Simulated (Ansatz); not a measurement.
# CH6BNO: the cost of one run

Program: Ansatz 0.2.0. Level of theory: RHF/def2-SVP. These are calculated values, not measurements.

## (1) The system as given

Bond lengths: B1–O2 1.410 Å, O2–H3 1.010 Å, B1–N4 1.550 Å, N4–H5 1.060 Å, N4–H6 1.060 Å, B1–C7 1.600 Å, C7–H8 1.110 Å, C7–H9 1.110 Å, C7–H10 1.110 Å. Angles: B1–O2–H3 109.5°, O2–B1–N4 120.0°, O2–B1–C7 120.0°, N4–B1–C7 120.0°, B1–N4–H5 120.0°, B1–N4–H6 120.0°, H5–N4–H6 120.0°, B1–C7–H8 109.5°, B1–C7–H9 109.5°, B1–C7–H10 109.5°, H8–C7–H9 109.4°, H8–C7–H10 109.4°, H9–C7–H10 109.4°.

As a file:

```xyz
10

B     0.0000    0.0000    0.0000
O     0.0000    0.0000    1.4100
H    -0.9095   -0.2814    1.7471
N     1.3423    0.0000   -0.7750
H     1.8089   -0.9179   -1.0268
H     1.7937    0.9179   -1.0532
C    -1.3856    0.0000   -0.8000
H    -1.9458   -0.9305   -0.5708
H    -1.9898    0.8797   -0.4946
H    -1.1839    0.0508   -1.8903
```

## (2) Relaxing the start

The input, input.yaml:

```yaml
crystal:
  periodic: [false, false, false]
  atoms:
    - { symbol: B, position_ang: [0.0, 0.0, 0.0] }
    - { symbol: O, position_ang: [0.0, 0.0, 1.41] }
    - { symbol: H, position_ang: [-0.9095, -0.2814, 1.7471] }
    - { symbol: "N", position_ang: [1.3423, 0.0, -0.775] }
    - { symbol: H, position_ang: [1.8089, -0.9179, -1.0268] }
    - { symbol: H, position_ang: [1.7937, 0.9179, -1.0532] }
    - { symbol: C, position_ang: [-1.3856, 0.0, -0.8] }
    - { symbol: H, position_ang: [-1.9458, -0.9305, -0.5708] }
    - { symbol: H, position_ang: [-1.9898, 0.8797, -0.4946] }
    - { symbol: H, position_ang: [-1.1839, 0.0508, -1.8903] }
basis:
  gaussian: { orbitals: def2-SVP }
hamiltonian:
  xc: hf
relax:
  f_tol: 0.02
  max_steps: 40
```

The run is started by

```sh
$ ansatz run input.yaml --threads 2 --pin off --max-ram 3072MiB --backend cpu --events-out ev --progress --plain --runs-dir out
```

What time and memory should one allow on 2 threads of Arm Neoverse V2, shared host?

About 12 s, with a peak of 0.14 GiB.
